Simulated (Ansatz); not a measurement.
Born–Oppenheimer molecular dynamics of a periodic cell of 27 atoms, Rb11B4S12 (host Rb3BS3, host structure P2_1/c, one Rb atom removed), cell charge -1. It starts from an unrelaxed structure (largest force component 0.57 eV/Å).

All numbers below come from DFT PBEsol, scalar-relativistic, plane waves, PAW (Ansatz 0.2.0). Settings: accuracy low, cutoff 420 eV, k mesh 1x2x1, fermi-dirac smearing 0.05 eV, no spin polarisation.

* ensemble: NVE (velocity Verlet)
* time step: 1.5 fs
* steps asked: 400
* starting velocities drawn for: 1000 K
* seed: 226947

Frames 1.5 fs apart, positions in Å, forces in eV/Å.

Velocities at 480 fs (Å/ps):

```
Rb -1.70 -2.71 -0.21
Rb 4.60 -2.14 -0.64
Rb 0.35 -2.72 4.05
Rb -3.46 1.69 1.17
Rb 3.00 1.74 -2.38
Rb -7.47 -1.16 1.10
Rb -2.94 -0.19 0.81
Rb 0.60 0.54 -2.70
Rb 1.74 -0.27 3.92
Rb 3.90 2.17 -2.63
Rb 0.49 -0.53 0.72
B 1.08 -1.32 5.47
B -1.56 11.39 7.02
B -17.08 -1.21 2.10
B 3.70 0.38 -0.08
S 4.61 6.47 -2.15
S -1.20 -0.13 -4.12
S 0.61 -0.58 -1.50
S 0.12 0.35 0.39
S 8.07 -3.13 -2.03
S 1.17 -0.43 1.92
S -0.84 -1.52 -3.89
S -1.23 -2.85 -0.55
S -2.95 5.12 -1.79
S -0.24 1.33 -5.58
S 0.65 4.25 -2.23
S -1.78 -2.44 8.05
```

```xyz
27
Lattice="10.4191 0.0000 0.0000 0.0000 6.4113 0.0000 -3.3129 0.0000 12.6986" Properties=species:S:1:pos:R:3:forces:R:3 time_fs=480 energy_less_start_eV=1.495 T=556
Rb 7.450 0.619 -0.361 -0.05 -0.43 -0.03
Rb 1.912 3.894 6.512 0.21 0.03 -0.23
Rb -0.845 5.430 12.866 0.15 0.83 -0.33
Rb 7.655 4.303 7.801 -0.14 0.09 0.09
Rb -2.618 1.949 11.139 -0.14 -0.21 0.14
Rb -1.285 1.300 4.947 0.07 0.24 0.01
Rb 9.533 5.025 1.895 0.14 -0.29 0.10
Rb 4.333 6.805 8.349 0.02 -0.28 -0.04
Rb 1.426 3.032 10.546 0.20 0.02 -0.16
Rb 3.103 0.591 3.726 0.14 0.01 0.03
Rb 5.739 3.472 2.168 -0.58 -0.52 0.87
B 5.191 4.073 11.155 -0.05 -0.57 -0.40
B 0.538 0.540 8.389 0.55 -0.93 -0.46
B 1.882 2.741 1.686 -0.54 -0.40 0.97
B 6.577 5.560 4.269 -0.12 -0.40 0.23
S 4.877 3.414 9.449 -0.12 -0.01 0.30
S 1.205 6.209 9.914 0.97 -0.09 0.24
S 2.248 4.007 2.909 -0.12 0.53 0.89
S 6.531 -0.048 2.600 -0.39 0.73 0.63
S 6.790 4.993 11.363 -0.74 0.17 0.02
S -1.208 0.833 8.496 -0.96 0.96 -0.72
S 0.423 1.664 1.875 -0.10 -0.11 -0.31
S 8.154 4.772 4.721 0.54 -0.44 0.04
S 5.197 5.227 5.441 -0.02 0.43 -0.25
S 3.183 2.475 0.510 0.60 -0.82 -1.31
S 1.573 0.606 6.800 -0.57 0.54 0.58
S 3.974 3.633 12.487 1.06 0.92 -0.91
27
Lattice="10.4191 0.0000 0.0000 0.0000 6.4113 0.0000 -3.3129 0.0000 12.6986" Properties=species:S:1:pos:R:3:forces:R:3 time_fs=481.5 energy_less_start_eV=1.534 T=544
Rb 7.447 0.615 -0.362 -0.06 -0.42 -0.04
Rb 1.919 3.891 6.511 0.20 0.05 -0.23
Rb -0.845 5.426 12.872 0.16 0.85 -0.34
Rb 7.650 4.306 7.803 -0.12 0.09 0.09
Rb -2.613 1.951 11.135 -0.13 -0.22 0.14
Rb -1.297 1.298 4.948 0.08 0.24 0.02
Rb 9.528 5.024 1.897 0.15 -0.29 0.09
Rb 4.334 6.806 8.345 0.02 -0.27 -0.04
Rb 1.428 3.031 10.552 0.20 0.03 -0.17
Rb 3.109 0.595 3.723 0.13 0.02 0.03
Rb 5.740 3.471 2.169 -0.62 -0.53 0.89
B 5.193 4.070 11.163 -0.01 -0.55 -0.44
B 0.536 0.557 8.399 0.67 -1.01 -0.66
B 1.856 2.738 1.690 0.09 -0.29 0.66
B 6.583 5.561 4.269 -0.24 -0.39 0.23
S 4.884 3.424 9.446 -0.15 -0.01 0.41
S 1.203 6.209 9.908 1.02 -0.10 0.35
S 2.248 4.006 2.908 -0.17 0.48 0.88
S 6.531 -0.047 2.601 -0.37 0.74 0.63
S 6.802 4.989 11.360 -0.85 0.14 0.06
S -1.207 0.833 8.499 -1.09 1.01 -0.72
S 0.421 1.662 1.869 -0.33 -0.24 -0.26
S 8.152 4.768 4.721 0.58 -0.46 0.06
S 5.192 5.235 5.438 0.05 0.42 -0.26
S 3.182 2.477 0.502 0.25 -0.77 -0.99
S 1.574 0.612 6.797 -0.62 0.55 0.66
S 3.971 3.630 12.499 1.17 0.94 -1.03
27
Lattice="10.4191 0.0000 0.0000 0.0000 6.4113 0.0000 -3.3129 0.0000 12.6986" Properties=species:S:1:pos:R:3:forces:R:3 time_fs=483 energy_less_start_eV=1.585 T=529
Rb 7.445 0.611 -0.362 -0.06 -0.42 -0.05
Rb 1.925 3.888 6.510 0.20 0.07 -0.22
Rb -0.844 5.422 12.878 0.16 0.86 -0.36
Rb 7.645 4.308 7.805 -0.11 0.09 0.09
Rb -2.609 1.954 11.132 -0.13 -0.23 0.14
Rb -1.308 1.297 4.950 0.09 0.24 0.02
Rb 9.524 5.024 1.898 0.16 -0.28 0.08
Rb 4.335 6.807 8.341 0.01 -0.26 -0.04
Rb 1.431 3.031 10.557 0.20 0.04 -0.18
Rb 3.115 0.598 3.719 0.12 0.02 0.03
Rb 5.741 3.470 2.171 -0.65 -0.53 0.92
B 5.194 4.067 11.170 0.04 -0.51 -0.48
B 0.536 0.571 8.408 0.73 -1.07 -0.83
B 1.830 2.736 1.695 0.71 -0.13 0.37
B 6.588 5.560 4.269 -0.34 -0.37 0.23
S 4.891 3.433 9.443 -0.19 -0.03 0.49
S 1.203 6.209 9.902 1.07 -0.12 0.44
S 2.249 4.006 2.906 -0.23 0.42 0.86
S 6.530 -0.045 2.603 -0.35 0.73 0.63
S 6.813 4.984 11.357 -0.95 0.11 0.11
S -1.206 0.833 8.501 -1.16 1.04 -0.72
S 0.420 1.659 1.863 -0.59 -0.39 -0.20
S 8.151 4.763 4.720 0.61 -0.48 0.08
S 5.188 5.243 5.435 0.11 0.41 -0.27
S 3.182 2.478 0.492 -0.05 -0.72 -0.70
S 1.575 0.619 6.794 -0.65 0.56 0.71
S 3.970 3.627 12.510 1.26 0.94 -1.14
27
Lattice="10.4191 0.0000 0.0000 0.0000 6.4113 0.0000 -3.3129 0.0000 12.6986" Properties=species:S:1:pos:R:3:forces:R:3 time_fs=484.5 energy_less_start_eV=1.644 T=512
Rb 7.442 0.607 -0.362 -0.06 -0.41 -0.06
Rb 1.933 3.885 6.508 0.20 0.09 -0.22
Rb -0.843 5.419 12.884 0.17 0.88 -0.38
Rb 7.640 4.311 7.806 -0.09 0.09 0.09
Rb -2.604 1.956 11.128 -0.12 -0.25 0.14
Rb -1.319 1.295 4.951 0.11 0.24 0.03
Rb 9.520 5.023 1.899 0.16 -0.28 0.07
Rb 4.336 6.807 8.337 0.00 -0.25 -0.03
Rb 1.434 3.030 10.563 0.20 0.05 -0.20
Rb 3.120 0.601 3.715 0.12 0.03 0.02
Rb 5.741 3.469 2.172 -0.68 -0.53 0.93
B 5.196 4.062 11.176 0.09 -0.46 -0.51
B 0.537 0.583 8.415 0.73 -1.11 -0.97
B 1.806 2.733 1.702 1.29 0.06 0.13
B 6.592 5.559 4.270 -0.43 -0.34 0.21
S 4.898 3.443 9.441 -0.24 -0.05 0.56
S 1.202 6.208 9.896 1.12 -0.14 0.52
S 2.250 4.006 2.905 -0.28 0.35 0.84
S 6.530 -0.044 2.604 -0.33 0.72 0.63
S 6.824 4.980 11.354 -1.05 0.08 0.15
S -1.206 0.834 8.503 -1.18 1.06 -0.72
S 0.418 1.657 1.856 -0.85 -0.56 -0.15
S 8.150 4.758 4.719 0.63 -0.50 0.10
S 5.184 5.252 5.432 0.16 0.39 -0.27
S 3.182 2.478 0.482 -0.31 -0.69 -0.44
S 1.575 0.627 6.792 -0.67 0.57 0.75
S 3.969 3.625 12.521 1.33 0.94 -1.24
27
Lattice="10.4191 0.0000 0.0000 0.0000 6.4113 0.0000 -3.3129 0.0000 12.6986" Properties=species:S:1:pos:R:3:forces:R:3 time_fs=486 energy_less_start_eV=1.703 T=494
Rb 7.439 0.602 -0.363 -0.06 -0.41 -0.06
Rb 1.940 3.882 6.507 0.19 0.11 -0.22
Rb -0.843 5.415 12.890 0.18 0.89 -0.39
Rb 7.634 4.314 7.808 -0.08 0.10 0.08
Rb -2.600 1.959 11.125 -0.12 -0.26 0.14
Rb -1.330 1.294 4.953 0.12 0.25 0.04
Rb 9.516 5.023 1.901 0.17 -0.27 0.06
Rb 4.337 6.808 8.332 0.00 -0.24 -0.03
Rb 1.437 3.030 10.569 0.21 0.06 -0.21
Rb 3.127 0.604 3.711 0.11 0.03 0.02
Rb 5.741 3.468 2.174 -0.71 -0.53 0.94
B 5.198 4.056 11.181 0.14 -0.39 -0.52
B 0.539 0.592 8.420 0.66 -1.12 -1.07
B 1.784 2.730 1.708 1.78 0.25 -0.06
B 6.595 5.556 4.272 -0.49 -0.30 0.18
S 4.904 3.453 9.438 -0.28 -0.08 0.60
S 1.203 6.208 9.891 1.15 -0.15 0.59
S 2.250 4.006 2.905 -0.33 0.28 0.82
S 6.529 -0.042 2.606 -0.31 0.70 0.64
S 6.833 4.975 11.351 -1.13 0.05 0.19
S -1.207 0.836 8.504 -1.14 1.06 -0.72
S 0.416 1.654 1.850 -1.09 -0.71 -0.09
S 8.149 4.753 4.718 0.63 -0.51 0.11
S 5.179 5.260 5.428 0.20 0.37 -0.26
S 3.182 2.479 0.472 -0.52 -0.66 -0.22
S 1.574 0.634 6.790 -0.67 0.56 0.77
S 3.969 3.624 12.530 1.40 0.93 -1.32
27
Lattice="10.4191 0.0000 0.0000 0.0000 6.4113 0.0000 -3.3129 0.0000 12.6986" Properties=species:S:1:pos:R:3:forces:R:3 time_fs=487.5 energy_less_start_eV=1.752 T=480
Rb 7.437 0.598 -0.363 -0.06 -0.40 -0.07
Rb 1.947 3.879 6.506 0.18 0.14 -0.21
Rb -0.842 5.412 12.896 0.18 0.90 -0.41
Rb 7.629 4.316 7.810 -0.06 0.10 0.08
Rb -2.596 1.961 11.121 -0.12 -0.27 0.14
Rb -1.341 1.292 4.955 0.13 0.25 0.05
Rb 9.511 5.022 1.902 0.18 -0.27 0.05
Rb 4.338 6.808 8.328 0.00 -0.23 -0.02
Rb 1.439 3.030 10.575 0.21 0.06 -0.23
Rb 3.132 0.608 3.707 0.10 0.04 0.01
Rb 5.741 3.466 2.176 -0.73 -0.53 0.95
B 5.200 4.050 11.185 0.19 -0.31 -0.52
B 0.543 0.600 8.423 0.54 -1.12 -1.14
B 1.765 2.727 1.714 2.16 0.41 -0.21
B 6.598 5.554 4.274 -0.53 -0.27 0.15
S 4.910 3.462 9.437 -0.32 -0.12 0.63
S 1.205 6.207 9.886 1.17 -0.16 0.64
S 2.250 4.006 2.905 -0.37 0.21 0.79
S 6.529 -0.039 2.609 -0.29 0.68 0.65
S 6.843 4.971 11.348 -1.20 0.03 0.22
S -1.209 0.839 8.505 -1.05 1.05 -0.73
S 0.412 1.650 1.844 -1.27 -0.83 -0.05
S 8.149 4.747 4.718 0.62 -0.52 0.12
S 5.175 5.269 5.425 0.23 0.34 -0.24
S 3.182 2.478 0.462 -0.67 -0.63 -0.03
S 1.573 0.642 6.789 -0.66 0.55 0.77
S 3.970 3.623 12.539 1.44 0.91 -1.39
27
Lattice="10.4191 0.0000 0.0000 0.0000 6.4113 0.0000 -3.3129 0.0000 12.6986" Properties=species:S:1:pos:R:3:forces:R:3 time_fs=489 energy_less_start_eV=1.782 T=471
Rb 7.434 0.593 -0.364 -0.06 -0.39 -0.07
Rb 1.954 3.876 6.505 0.18 0.16 -0.21
Rb -0.841 5.409 12.901 0.18 0.91 -0.42
Rb 7.624 4.319 7.812 -0.04 0.10 0.08
Rb -2.591 1.963 11.118 -0.12 -0.28 0.14
Rb -1.352 1.291 4.957 0.13 0.25 0.05
Rb 9.507 5.021 1.903 0.19 -0.27 0.04
Rb 4.339 6.809 8.324 0.00 -0.23 -0.01
Rb 1.442 3.029 10.580 0.21 0.07 -0.24
Rb 3.139 0.611 3.703 0.08 0.04 0.00
Rb 5.741 3.465 2.179 -0.74 -0.52 0.95
B 5.202 4.043 11.187 0.24 -0.22 -0.50
B 0.548 0.605 8.424 0.39 -1.10 -1.17
B 1.751 2.725 1.720 2.41 0.50 -0.33
B 6.599 5.551 4.276 -0.54 -0.23 0.11
S 4.917 3.472 9.435 -0.37 -0.16 0.63
S 1.207 6.207 9.882 1.18 -0.17 0.67
S 2.250 4.007 2.906 -0.41 0.15 0.77
S 6.527 -0.035 2.612 -0.27 0.65 0.66
S 6.851 4.967 11.346 -1.26 0.00 0.26
S -1.211 0.842 8.505 -0.91 1.03 -0.73
S 0.408 1.646 1.837 -1.36 -0.89 -0.02
S 8.150 4.741 4.717 0.59 -0.52 0.13
S 5.171 5.279 5.421 0.25 0.31 -0.21
S 3.180 2.478 0.451 -0.78 -0.61 0.12
S 1.571 0.651 6.788 -0.64 0.53 0.76
S 3.973 3.623 12.546 1.48 0.89 -1.44
27
Lattice="10.4191 0.0000 0.0000 0.0000 6.4113 0.0000 -3.3129 0.0000 12.6986" Properties=species:S:1:pos:R:3:forces:R:3 time_fs=490.5 energy_less_start_eV=1.789 T=469
Rb 7.432 0.588 -0.364 -0.06 -0.38 -0.07
Rb 1.961 3.873 6.503 0.17 0.18 -0.20
Rb -0.840 5.407 12.906 0.18 0.93 -0.44
Rb 7.618 4.322 7.814 -0.02 0.10 0.08
Rb -2.587 1.966 11.115 -0.12 -0.29 0.14
Rb -1.363 1.289 4.958 0.14 0.25 0.06
Rb 9.503 5.021 1.905 0.20 -0.26 0.03
Rb 4.340 6.809 8.320 -0.01 -0.22 -0.01
Rb 1.445 3.029 10.586 0.21 0.07 -0.26
Rb 3.144 0.614 3.699 0.07 0.05 0.00
Rb 5.740 3.463 2.181 -0.75 -0.52 0.94
B 5.205 4.035 11.189 0.28 -0.13 -0.47
B 0.553 0.608 8.422 0.20 -1.07 -1.15
B 1.742 2.725 1.726 2.51 0.51 -0.42
B 6.599 5.547 4.278 -0.51 -0.19 0.07
S 4.922 3.481 9.434 -0.42 -0.21 0.62
S 1.210 6.206 9.878 1.18 -0.17 0.67
S 2.250 4.007 2.908 -0.43 0.09 0.75
S 6.526 -0.032 2.615 -0.25 0.62 0.67
S 6.859 4.962 11.343 -1.30 -0.01 0.29
S -1.214 0.846 8.505 -0.75 0.99 -0.74
S 0.403 1.641 1.831 -1.35 -0.87 0.01
S 8.151 4.734 4.717 0.53 -0.51 0.13
S 5.168 5.288 5.418 0.26 0.28 -0.18
S 3.179 2.477 0.441 -0.85 -0.59 0.26
S 1.570 0.660 6.788 -0.61 0.51 0.73
S 3.976 3.623 12.553 1.49 0.85 -1.49
```

Of the whole run (600 fs, mean temperature of the second half 561 K): The conserved energy stayed within 0.16 meV per atom of its start (net change 0.084 meV per atom), so the integration is sound. Over the second half the temperature averaged 0.56 of the 1000 K drawn at the start: a run that starts near a minimum puts about half its kinetic energy into the potential. A run of 0.6 ps of so small a system gives no equilibrium averages. Limits of this set-up: coarse k mesh, no spin, though dangling bonds at a vacancy may carry it, a small cell, in which the defect meets its images, low accuracy level, charged cell in a uniform background, uncorrected.

Run time: 16 min on 2 threads of Intel(R) Xeon(R) Platinum 8488C (Sapphire Rapids), with other jobs on the host, peak memory 1.5 GiB.
